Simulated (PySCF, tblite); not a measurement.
# C₅H₆BClO+ (doublet): geometry, infrared bands and EPR parameters

Wanted: the infrared bands and EPR parameters of C₅H₆BClO+ (doublet) (`BC1=C(Cl)[C](C)[CH+]O1`), by calculation.

Programs: tblite 0.8.0 and PySCF 2.14.0, with density-fitted response routines of our own. Each step states its level of theory. These are calculated values for one molecule in the gas phase, unless marked as measured. Atoms count from 0, in the outputs and in this text.

## (1) The molecule as given

14 atoms, charge 1, multiplicity 2; geometry from: force field or distance geometry start.

Bonds of the start (Å): B0–C1 1.58, C1–C2 1.31, C2–Cl3 1.77, C2–C4 1.51, C4–C5 1.54, C4–C6 1.49, C6–O7 1.39, O7–C1 1.38, B0–H8 1.18, B0–H9 1.18, C5–H10 1.11, C5–H11 1.11, C5–H12 1.11, C6–H13 1.09.

## (2) Relaxing the molecule with GFN2-xTB

Job settings and geometry (Å):

```
{"job": {"kind": "relax", "xc": "GFN2-xTB", "basis": "xTB"}, "charge": 1, "multiplicity": 2}
B      2.726800    -0.206700     0.179400
C      1.162400    -0.228700     0.377600
C      0.330700     0.759600     0.137400
Cl     0.766400     2.362900    -0.476200
C     -1.086100     0.358400     0.471900
C     -1.973600     0.359400    -0.783500
C     -0.848000    -1.033900     0.941300
O      0.508800    -1.338600     0.881400
H      3.368400    -1.160300     0.446100
H      3.250900     0.759700    -0.236000
H     -1.531300    -0.270900    -1.587000
H     -2.089600     1.395000    -1.155000
H     -2.980300    -0.031100    -0.514300
H     -1.606100    -1.725200     1.294700
```

On the command line:

```sh
> OMP_NUM_THREADS=1 python probes_run.py task.json out
```

This one command runs all jobs of the session in turn.

Output:

```text
step      E/eV     max force
  0    -627.00965    4.926
  1    -627.71435    2.821
  2    -627.92050    1.724
  3    -628.06719    0.769
  4    -628.11006    0.740
  5    -628.20707    0.892
  6    -628.26445    0.902
  7    -628.32716    0.736
  8    -628.38123    0.602
  9    -628.44004    0.702
 10    -628.49317    0.655
 11    -628.53702    0.491
 12    -628.56054    0.367
 13    -628.57681    0.333
 14    -628.59817    0.337
 15    -628.61610    0.413
 16    -628.63114    0.387
 17    -628.64399    0.422
 18    -628.65934    0.419
 19    -628.67938    0.397
 20    -628.69978    0.372
 21    -628.71646    0.367
 22    -628.73512    0.455
 23    -628.76317    0.519
 24    -628.79736    0.552
 25    -628.82660    0.399
 26    -628.84587    0.322
 27    -628.85605    0.271
 28    -628.86529    0.238
 29    -628.87485    0.259
 30    -628.88284    0.248
 31    -628.89048    0.210
 32    -628.89826    0.233
 33    -628.90672    0.240
 34    -628.91443    0.187
 35    -628.91947    0.179
 36    -628.92342    0.145
 37    -628.92626    0.131
 38    -628.92841    0.103
 39    -628.92991    0.104
 40    -628.93178    0.096
 41    -628.93327    0.087
 42    -628.93456    0.082
 43    -628.93550    0.077
 44    -628.93635    0.060
 45    -628.93705    0.050
 46    -628.93758    0.049
 47    -628.93799    0.048
 48    -628.93843    0.052
 49    -628.93898    0.061
 50    -628.93961    0.059
 51    -628.94018    0.068
 52    -628.94068    0.063
 53    -628.94120    0.055
 54    -628.94181    0.062
 55    -628.94243    0.059
 56    -628.94289    0.049
 57    -628.94319    0.045
 58    -628.94339    0.030
 59    -628.94352    0.024
 60    -628.94359    0.015
 61    -628.94363    0.015
 62    -628.94367    0.015
 63    -628.94370    0.016
 64    -628.94374    0.016
 65    -628.94378    0.014
 66    -628.94381    0.015
 67    -628.94384    0.012
 68    -628.94387    0.014
 69    -628.94392    0.017
 70    -628.94396    0.015
 71    -628.94400    0.020
 72    -628.94405    0.023
 73    -628.94411    0.024
 74    -628.94420    0.030
 75    -628.94433    0.029
 76    -628.94447    0.028
 77    -628.94459    0.027
 78    -628.94465    0.019
 79    -628.94469    0.010
```

It took 0.63 s on 1 thread of Arm Neoverse V1, shared host; peak memory 0.17 GiB.

The steps of the relaxation: (not every step is listed)

```tsv
step	energy from step 0 (eV)	largest force (eV/Å)
0	0.0000	4.9261
1	-0.7047	2.8207
2	-0.9108	1.7235
3	-1.0575	0.7688
4	-1.1004	0.7401
5	-1.1974	0.8917
6	-1.2548	0.9025
7	-1.3175	0.7363
8	-1.3716	0.6022
14	-1.5885	0.3371
20	-1.6901	0.3721
26	-1.8362	0.3217
32	-1.8886	0.2326
38	-1.9188	0.1027
44	-1.9267	0.0595
50	-1.9300	0.0588
56	-1.9332	0.0485
62	-1.9340	0.0146
68	-1.9342	0.0145
74	-1.9346	0.0300
75	-1.9347	0.0293
76	-1.9348	0.0284
77	-1.9349	0.0273
78	-1.9350	0.0191
79	-1.9350	0.0097
```

Distances of close pairs at the start and the end, largest changes first:

```tsv
bond	before (Å)	after (Å)	change (Å)
C1–C2	1.314	1.441	+0.127
C4–C6	1.488	1.378	-0.111
C2–Cl3	1.771	1.675	-0.096
C2–C4	1.510	1.415	-0.095
C4–C5	1.537	1.478	-0.059
C1–O7	1.383	1.328	-0.055
B0–C1	1.577	1.529	-0.048
C6–O7	1.392	1.346	-0.046
```

The final coordinates are the input of the step that follows.

## (3) Infrared spectrum with GFN2-xTB

Job settings and geometry (Å):

```
{"job": {"kind": "ir", "xc": "GFN2-xTB", "basis": "xTB"}, "charge": 1, "multiplicity": 2}
B      2.828433    -0.150690     0.525967
C      1.308950    -0.264292     0.395905
C      0.374471     0.530307    -0.360318
Cl     0.760323     1.840558    -1.329448
C     -0.914309    -0.001217    -0.120051
C     -2.191124     0.476005    -0.692489
C     -0.695227    -1.054383     0.740733
O      0.611296    -1.200215     1.029900
H      3.506170    -1.074511     0.295767
H      3.335030     0.850713     0.846935
H     -2.278453     0.154858    -1.730808
H     -2.230719     1.563171    -0.681461
H     -3.035518     0.077681    -0.138743
H     -1.380001    -1.748459     1.195944
```

Output:

```text
mode    cm-1     km/mol
  1      55.4      1.99
  2     110.6      2.65
  3     160.5      4.52
  4     185.6     36.93
  5     203.1     10.18
  6     252.5     13.18
  7     291.5      2.27
  8     392.3      0.77
  9     454.0      8.40
 10     532.6     10.60
 11     573.8      9.88
 12     621.0      5.39
 13     716.2      4.03
 14     737.0     75.38
 15     752.4      3.52
 16     791.0     10.72
 17     944.7     15.22
 18     983.7    123.61
 19    1010.8     28.87
 20    1017.8      9.65
 21    1058.4    225.65
 22    1067.8     37.60
 23    1121.4     22.46
 24    1198.3     47.22
 25    1306.8     86.15
 26    1323.9    170.40
 27    1386.7    152.23
 28    1422.6     42.14
 29    1428.0     24.66
 30    1519.3    199.53
 31    2622.2     55.75
 32    2660.6      7.29
 33    3006.5     32.32
 34    3040.5     34.30
 35    3075.3      4.59
 36    3135.4     54.68
```

Wall time 0.51 s (1 thread of Arm Neoverse V1, shared host); peak memory 0.17 GiB.

Which atoms move in the most intense modes:

```tsv
cm⁻¹	km/mol	atoms
737	75.4	H9 31 %, H8 30 %, B0 30 %
984	123.6	H11 16 %, C6 15 %, C1 14 %, O7 13 %
1058	225.7	H9 35 %, H8 31 %, B0 14 %
1307	86.2	C1 57 %
1324	170.4	C4 43 %, C2 23 %, C6 12 %, C1 11 %
1387	152.2	H10 35 %, H11 29 %, C5 18 %, H12 15 %
1519	199.5	C4 55 %, C6 20 %
2622	55.8	H8 67 %, H9 28 %
```

## (4) EPR parameters: B3LYP/pcH-1

Same as in step 3 but for these lines:

```diff
@@ -1,2 +1,2 @@
-{"job": {"kind": "ir", "xc": "GFN2-xTB", "basis": "xTB"}, "charge": 1, "multiplicity": 2}
+{"job": {"kind": "epr", "basis": "pcH-1"}, "charge": 1, "multiplicity": 2}
 B      2.828433    -0.150690     0.525967
```

Level: UKS B3LYP, pcH-1 on B C Cl H O, non-relativistic, mean-field spin-orbit, GIAO.

Output:

```text
UKS, coarse grid
  cycle   1  E = -754.00267918  |g| = 4.32e-01
  cycle   2  E = -753.88341896  |g| = 6.87e-01
  cycle   3  E = -754.07580557  |g| = 1.03e-01
  cycle   4  E = -754.07826435  |g| = 6.54e-02
  cycle   5  E = -754.08032247  |g| = 1.46e-02
  cycle   6  E = -754.08043079  |g| = 7.24e-03
  cycle   7  E = -754.08046453  |g| = 2.71e-03
  cycle   8  E = -754.08047296  |g| = 1.74e-03
  cycle   9  E = -754.08047486  |g| = 6.98e-04
UKS, final grid
  cycle   1  E = -754.08046942  |g| = 1.06e-03
  cycle   2  E = -754.08046863  |g| = 1.78e-03
  cycle   3  E = -754.08047004  |g| = 1.36e-04
  cycle   4  E = -754.08047006  |g| = 6.72e-05
  cycle   5  E = -754.08047008  |g| = 7.29e-05
  cycle   6  E = -754.08047009  |g| = 1.39e-05
E = -754.08047009 Eh   <S^2> = 0.7607 (exact 0.7500)
g shifts (ppm)      1          2          3
  rmc          -158       -158       -158
  gc             -8         36         33
  oz_so        -467       2972       7127
  total        -633       2849       7003
hyperfine (MHz)  atom isotope    a_iso     a_fc   dipolar eigenvalues
    0   11B     -21.32     -21.32     -7.23     -0.63      7.86
    1   13C      39.34      39.59    -42.31    -40.85     83.16
    2   13C       1.01       0.74    -13.70    -10.58     24.28
    3  35Cl       4.96       4.41    -19.57    -17.86     37.44
    4   13C     -17.05     -17.14     -6.86      2.68      4.18
    5   13C       0.48       0.47     -0.58      0.03      0.55
    6   13C      40.06      40.15    -36.50    -34.58     71.08
    7   17O       1.44       1.39     -3.05     -1.87      4.92
    8    1H      78.02      78.02     -4.68     -2.37      7.05
    9    1H      71.25      71.25     -4.67     -2.54      7.21
   10    1H       3.87       3.86     -1.26     -0.89      2.15
   11    1H       1.22       1.22     -1.52     -0.51      2.03
   12    1H      -1.37      -1.37     -1.59     -1.26      2.85
   13    1H     -32.01     -32.01    -16.79     -2.46     19.25
```

Wall time 99 s (1 thread of Arm Neoverse V1, shared host); peak memory 0.96 GiB.

Principal g values 2.00169, 2.00517, 2.00932; g(iso) = 2.00539, against 2.00232 for a free electron.

Hyperfine couplings; where a row names several nuclei, a(iso) is their mean (it holds for fast rotation or exchange) and the dipolar term the largest among them:

```tsv
nuclei	isotope	a(iso) (MHz)	a(iso) (G, at g = 2.0023)	largest dipolar term (MHz)
H8, H9	1H	74.6	26.6	7.2
C6	13C	40.1	14.3	71.1
C1	13C	39.3	14.0	83.2
H13	1H	-32.0	-11.4	19.2
B0	11B	-21.3	-7.6	7.9
C4	13C	-17.0	-6.1	-6.9
Cl3	35Cl	5.0	1.8	37.4
O7	17O	1.4	0.5	4.9
H10, H11, H12	1H	1.2	0.4	2.9
C2	13C	1.0	0.4	24.3
C5	13C	0.5	0.2	-0.6
```

Mulliken spin populations:

B0 0.00; C1 0.47; C2 0.11; Cl3 0.09; C4 -0.07; C5 0.00; C6 0.41; O7 -0.05; H8 0.03; H9 0.03; H10 0.00; H11 0.00; H12 0.00; H13 -0.02

In first order the couplings over 0.8 MHz of 1H, 11B, 35Cl give 384 distinct lines over 94.1 G, if the averaged nuclei exchange fast; the same motion can average rows kept apart here too.

The fields below are evaluated on a grid from the run's orbitals.

ELF in a plane through or near 10 of the atoms.

Values, 10 rows by 14 columns:
```
0.00 0.00 0.00 0.00 0.00 0.00 0.00 0.00 0.00 0.00 0.00 0.00 0.00 0.00
0.00 0.00 0.00 0.00 0.00 0.06 0.16 0.17 0.07 0.00 0.00 0.00 0.00 0.00
0.00 0.00 0.00 0.00 0.02 0.71 0.71 0.87 0.67 0.00 0.00 0.00 0.00 0.00
0.00 0.00 0.17 0.73 0.02 0.43 0.46 0.70 0.22 0.46 0.51 0.02 0.00 0.00
0.00 0.00 0.31 0.84 0.29 0.38 0.36 0.51 0.44 0.40 0.51 0.06 0.00 0.00
0.00 0.01 0.64 0.74 0.41 0.18 0.47 0.47 0.37 0.61 0.99 0.85 0.00 0.00
0.00 0.00 0.57 0.61 0.03 0.56 0.38 0.19 0.53 0.02 0.88 0.64 0.00 0.00
0.00 0.00 0.00 0.00 0.01 0.69 0.47 0.75 1.00 0.31 0.00 0.00 0.00 0.00
0.00 0.00 0.00 0.00 0.00 0.01 0.00 0.22 0.93 0.03 0.00 0.00 0.00 0.00
0.00 0.00 0.00 0.00 0.00 0.00 0.00 0.00 0.00 0.00 0.00 0.00 0.00 0.00
```
The map spans 12.3 Å across and 9.9 Å up, centred on the molecule. Atoms in the plane (x, y in Å): B0 (-2.9, 0.1), C1 (-1.4, -0.2), C2 (-0.2, 0.7), Cl3 (-0.3, 2.4), C4 (0.9, -0.1), C5 (2.3, 0.4), C6 (0.4, -1.4), O7 (-0.9, -1.4), H12 (3.0, -0.4), H13 (0.9, -2.3).

log10 of the density (e/Å³) in the same plane.

Values, 10 rows by 14 columns:
```
-4.0 -4.0 -4.0 -4.0 -4.0 -4.0 -3.5 -3.6 -4.0 -4.0 -4.0 -4.0 -4.0 -4.0
-4.0 -4.0 -4.0 -4.0 -3.5 -2.3 -1.6 -1.7 -2.3 -3.7 -4.0 -4.0 -4.0 -4.0
-4.0 -4.0 -3.7 -3.3 -2.5 -1.1  0.2  0.1 -1.2 -2.6 -3.1 -3.8 -4.0 -4.0
-4.0 -3.6 -2.4 -1.8 -1.8 -1.0  0.2  0.1 -1.1 -1.2 -1.4 -2.5 -4.0 -4.0
-4.0 -2.9 -1.3 -0.3 -0.4 -0.5  0.3  0.3 -0.3  0.3 -0.2 -1.7 -3.4 -4.0
-4.0 -2.8 -1.1 -0.2  0.0  0.5 -0.1  0.0  0.9  0.0  0.1 -1.2 -3.1 -4.0
-4.0 -3.2 -2.0 -1.4 -1.4 -0.1  0.9  0.9 -0.1 -1.4 -1.3 -2.0 -3.6 -4.0
-4.0 -4.0 -3.3 -3.0 -2.3 -1.0 -0.6 -0.4  0.1 -1.8 -3.0 -3.7 -4.0 -4.0
-4.0 -4.0 -4.0 -4.0 -4.0 -2.9 -2.6 -2.0 -1.7 -2.8 -4.0 -4.0 -4.0 -4.0
-4.0 -4.0 -4.0 -4.0 -4.0 -4.0 -4.0 -4.0 -3.9 -4.0 -4.0 -4.0 -4.0 -4.0
```
The map spans 12.3 Å across and 9.9 Å up, centred on the molecule. Atoms in the plane (x, y in Å): B0 (-2.9, 0.1), C1 (-1.4, -0.2), C2 (-0.2, 0.7), Cl3 (-0.3, 2.4), C4 (0.9, -0.1), C5 (2.3, 0.4), C6 (0.4, -1.4), O7 (-0.9, -1.4), H12 (3.0, -0.4), H13 (0.9, -2.3).

On the surface of density 0.002 e/bohr³ the electrostatic potential runs, from the 1st to the 99th percentile, from 3.71 V near O7 to 6.31 V near B0.

The spin density lies nearest to C1 33 %; C6 26 %; C2 10 %; Cl3 8 %.

## (5) Results

```
                                 quantity                   value
strongest single infrared mode (GFN2-xTB)   1058 cm⁻¹, 226 km/mol
             zero-point energy (GFN2-xTB)           58.8 kcal/mol
                           g(iso) (B3LYP)                 2.00539
                                     ⟨S²⟩      0.761 (exact 0.75)
       largest a(iso) (averaged by class)  1H on H8, H9, 74.6 MHz
```

In words: The optimisation took 79 steps and gained 1.935 eV; among the close pairs (by a distance rule), C1–C2 changed most, from 1.314 to 1.441 Å. All 36 modes are real, so the xTB geometry is a minimum. The strongest single mode, at 1058 cm⁻¹, is carried by H9, H8, B0. GFN2-xTB is a fitted tight-binding method: band positions and strengths are rough. Its intensities can rank the bands wrongly. The largest spin populations lie on C1 (0.47 e), C6 (0.41 e). The isotropic g lies 3.1 ppt above the free-electron value. These values are for one conformer; the search (at its own cheap level) found 2 more, at 0.04, 0.05 kcal/mol (those within 0.05 may be mirror or relabelled copies), and measured spectra average over such forms.
